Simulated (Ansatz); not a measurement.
**C₂H₃NSi (SMILES C=[Si]=C=N): functionals against CCSD(T) at one geometry**

An exercise on one series of results from a longer session: the logs are not shown, and one member is left open.

Computed with Ansatz 0.2.0, Gaussian basis. Level: single points in def2-TZVPP.

Correlated methods freeze the cores.

## The starting structure

SMILES `C=[Si]=C=N`, 7 atoms, charge 0, spin multiplicity 1.

Atoms are counted from 1 here; the program's logs count them from 0.

Bond lengths: C1–Si2 1.870 Å, C1–H5 1.135 Å, C1–H6 1.138 Å, Si2–C3 1.932 Å, C3–N4 1.264 Å, N4–H7 1.061 Å. Angles: Si2–C1–H5 120.6°, Si2–C1–H6 120.8°, H5–C1–H6 118.5°, C1–Si2–C3 139.7°, Si2–C3–N4 142.4°, C3–N4–H7 131.2°.

Coordinates:

```xyz
7

C    -1.2939    1.5710   -0.1786
Si    0.0205    0.3357    0.3146
C     0.6955   -1.3925   -0.2248
N     1.6187   -2.2248    0.0069
H    -2.0302    1.3310   -1.0083
H    -1.4199    2.5462    0.3936
H     2.4110   -2.2113    0.7118
```

Set-up of the first run:

run/in.yaml

```yaml
crystal:
  periodic: [false, false, false]
  atoms:
    - {symbol: C, position_ang: [-1.293900, 1.571000, -0.178600]}
    - {symbol: Si, position_ang: [0.020500, 0.335700, 0.314600]}
    - {symbol: C, position_ang: [0.695500, -1.392500, -0.224800]}
    - {symbol: N, position_ang: [1.618700, -2.224800, 0.006900]}
    - {symbol: H, position_ang: [-2.030200, 1.331000, -1.008300]}
    - {symbol: H, position_ang: [-1.419900, 2.546200, 0.393600]}
    - {symbol: H, position_ang: [2.411000, -2.211300, 0.711800]}
basis:
  gaussian: {orbitals: def2-TZVPP}
correlation: {method: ccsd_t}
output: {forces: true}
```

No record of the launch command was kept for these runs.

Among the steps run: CCSD(T)/def2-TZVPP; PBE0-D4/def2-TZVPP; wB97M-V/def2-TZVPP; r2SCAN-D4/def2-TZVPP; PBE-D4/def2-TZVPP; SPW92/def2-TZVPP; CAM-B3LYP-D4/def2-TZVPP.

One of the session's tables, all rows but one given; the rest of the session is left out.

```
      method  RMS force component (eV/Å)  angle to CCSD(T) forces (°)  dipole (D)
     CCSD(T)                       1.221                    reference        1.63
     PBE0-D4                       1.562                          9.4        1.71
     wB97M-V                       1.749                         11.1        2.11
   r2SCAN-D4                       1.373                          6.9        1.54
      PBE-D4                           ?                            ?           ?
       SPW92                       1.312                         14.3        1.63
CAM-B3LYP-D4                       1.762                         11.3        1.96
```

**Question.** Estimate the row for PBE-D4.

**Answer.** RMS force component (eV/Å): 1.158; angle to CCSD(T) forces (°): 6.8; dipole (D): 1.56. In the column «RMS force component (eV/Å)» it is the lowest.
